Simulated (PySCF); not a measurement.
# C6H5Br2P: the cost of one run

Computed with PySCF 2.14.0 and routines of our own; the level stands in each step. Atoms count from 0.

### Step 1. The system as given

14 atoms, charge 0, multiplicity 1; geometry from: GFN2-xTB.

### Step 2. Vibronic structure: TDA BHandHLYP/def2-SVP

What the job is given:

```
{"job": {"kind": "vib", "xc": "BHandHLYP", "basis": "def2-SVP", "tda": true}, "charge": 0, "multiplicity": 1}
C      2.307997    -0.376349    -0.139083
C      0.812750    -0.326657    -0.056481
P     -0.007653    -1.872716    -0.048725
C     -1.659198    -1.364560     0.056749
C     -2.092164    -0.059743     0.114514
C     -1.229083     1.025617     0.092032
Br    -2.010464     2.758040     0.183797
C      0.154833     0.889080     0.009344
Br     1.209537     2.487668    -0.014626
H      2.663747     0.150742    -1.024817
H      2.757163     0.104119     0.730660
H      2.648918    -1.408931    -0.184695
H     -2.404678    -2.148949     0.077824
H     -3.152384     0.142164     0.181341
```

Level: TDA BHandHLYP/def2-SVP vertical-gradient vibronic structure (displaced harmonic oscillators, Condon), gas phase.

Command:

```console
$ OMP_NUM_THREADS=1 python excited_run.py task.json out
```

The driver reads the jobs from task.json and runs them one after another.

Q: Estimate the wall time and peak memory of this first job on 1 thread of Intel Xeon 6975P-C, shared host.

About 54 s, with a peak of 1.4 GiB.
